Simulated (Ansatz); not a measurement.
# Cl3H3O4SiTi: the cost of one run

Computed with Ansatz 0.2.0, Gaussian basis. Level: PBE/6-31G* with D4 dispersion.

**1. Structure used throughout**

The geometry comes from an earlier relaxation with PBE0-D4 in a triple-zeta def2 set; it is a stationary point, not always the lowest conformer.

SMILES `O[Si](O)(O)[O][Ti]([Cl])([Cl])[Cl]`, 12 atoms, charge 0, spin multiplicity 1.

Atoms are counted from 1 here; the program's logs count them from 0.

Bond lengths: O1–Si2 1.619 Å, O1–H10 0.958 Å, Si2–O3 1.619 Å, Si2–O4 1.626 Å, Si2–O5 1.652 Å, O3–H11 0.958 Å, O4–H12 0.959 Å, O5–Ti6 1.741 Å, Ti6–Cl7 2.176 Å, Ti6–Cl8 2.190 Å, Ti6–Cl9 2.179 Å. Angles: Si2–O1–H10 118.0°, O1–Si2–O3 109.5°, O1–Si2–O4 115.7°, O1–Si2–O5 103.8°, O3–Si2–O4 107.5°, O3–Si2–O5 112.1°, O4–Si2–O5 108.2°, Si2–O3–H11 117.7°, Si2–O4–H12 118.5°, Si2–O5–Ti6 155.6°, O5–Ti6–Cl7 110.2°, O5–Ti6–Cl8 105.7°, O5–Ti6–Cl9 109.5°, Cl7–Ti6–Cl8 110.2°, Cl7–Ti6–Cl9 110.9°, Cl8–Ti6–Cl9 110.1°.

As a file:

```
O     1.0133    0.5673   -1.8883
Si    0.7416   -0.5019   -0.7034
O     2.1311   -1.2294   -0.3011
O    -0.3425   -1.6667   -1.0385
O     0.1433    0.4198    0.5295
Ti   -1.0998    1.1825    1.4799
Cl   -0.9768    3.3461    1.2832
Cl   -2.9993    0.4544    0.6679
Cl   -0.8970    0.5796    3.5645
H     1.5563    0.2915   -2.6278
H     2.0776   -2.0703    0.1557
H    -1.2706   -1.4283   -1.0876
```

**2. Dynamics**

Input file in.yaml:

```yaml
crystal:
  periodic: [false, false, false]
  atoms:
    - {symbol: O, position_ang: [1.013312, 0.567316, -1.888271]}
    - {symbol: Si, position_ang: [0.741556, -0.501882, -0.703442]}
    - {symbol: O, position_ang: [2.131084, -1.229438, -0.301093]}
    - {symbol: O, position_ang: [-0.342523, -1.666713, -1.038527]}
    - {symbol: O, position_ang: [0.143253, 0.419795, 0.529513]}
    - {symbol: Ti, position_ang: [-1.099759, 1.182498, 1.479899]}
    - {symbol: Cl, position_ang: [-0.976833, 3.346121, 1.283244]}
    - {symbol: Cl, position_ang: [-2.999344, 0.454363, 0.667923]}
    - {symbol: Cl, position_ang: [-0.897026, 0.579605, 3.564475]}
    - {symbol: H, position_ang: [1.556285, 0.291549, -2.627845]}
    - {symbol: H, position_ang: [2.077573, -2.070283, 0.155737]}
    - {symbol: H, position_ang: [-1.270577, -1.428333, -1.087612]}
basis:
  gaussian: {orbitals: "6-31G*"}
magnetization: {spin_polarized: true, initial_magnetization: 0}
hamiltonian: {xc: {name: PBE}, dispersion: d4}
md: {timestep: 1 fs, n_steps: 50, ensemble: nvt_langevin, temperature: 500, initial_velocities: maxwell_boltzmann, friction: 0.01, seed: 70}
```

Command:

```bash
> ansatz run in.yaml --threads 4 --pin off --events-out ev --progress --plain --max-ram 66560MiB --backend cpu
```

Q: Estimate wall time and peak memory on 4 threads of AMD EPYC 7R13, shared host.

About 4.3 min, with a peak of 0.44 GiB.
